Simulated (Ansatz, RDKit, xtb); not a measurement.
# C4H4ClFO: ranking a sample of isomers

A sample of isomers of C4H4ClFO is drawn. Aim: find which of them has the lowest free energy at 298.15 K, then its properties. The sample is small against all isomers, and the most stable one of this formula need not be in it.

Plan: many cheap relaxations first (GFN2-xTB), then density-functional screening, relaxation at PBE0-D3(BJ)/def2-SVP, vibrations (at GFN2-xTB) and a final energy. The numbers are computed, not measured.

## (1) Drawing up candidates

Isomers were taken from a list of plausible structures; this is a sample, not all of them. That gives 14 candidates.

| label | SMILES | spin |
| --- | --- | --- |
| c201 | C/C=C(\F)C(=O)Cl | singlet |
| c327 | F[C@@H]1OC=C1CCl | singlet |
| c447 | C=CO/C(F)=C/Cl | singlet |
| c462 | F[C@H](Cl)C1=CCO1 | singlet |
| c479 | O=C=CC[C@H](F)Cl | singlet |
| c483 | C=C(F)O/C=C\Cl | singlet |
| c585 | FC1=C(Cl)CCO1 | singlet |
| c741 | C=C(Cl)O/C=C\F | singlet |
| c745 | F[C@@H]1C=C(Cl)CO1 | singlet |
| c756 | F[C@@H]1OCC=C1Cl | singlet |
| c801 | C/C(=C\F)C(=O)Cl | singlet |
| c802 | F[C@@H]1C=C(Cl)OC1 | singlet |
| c825 | O=C/C(F)=C/CCl | singlet |
| c909 | F[C@]1(Cl)C=COC1 | singlet |

Candidates are built by distance geometry, with a force field where one applies, in up to four conformers (letters a to d).

**Question.** With final energies at CCSD(T)/def2-SVP + MP2/def2-TZVPP - MP2/def2-SVP, which structure will this search put lowest in free energy, and by what margin?

| quantity | value |
| --- | --- |
| lowest structure found | C/C(=C\F)C(=O)Cl, singlet |
| next finalist | C/C=C(\F)C(=O)Cl, singlet, 2.9 kcal/mol higher in G |
| share at equilibrium, among the finalists | 99.3 % |

The lowest structure found is `C/C(=C\F)C(=O)Cl`. The margin, 2.9 kcal/mol, is modest. r2SCAN-D4/def2-SVP, PBE0-D3(BJ)/def2-SVP, HF/def2-SVP and MP2/def2-SVP already put its bonding pattern lowest among the structures in one piece; GFN2-xTB favours the singlet F[C@@H]1C=C(Cl)OC1 (c802a, not a finalist); HF/STO-3G favours the singlet FC1=C(Cl)CCO1 (c585a, not a finalist). 9 minima inside the window were never screened. Lowest found is not proven lowest: the search is finite, and each finalist counts with one conformer. Only 14 drawn patterns were tried, so whole families of isomers are missing, and the result ranks this sample alone.
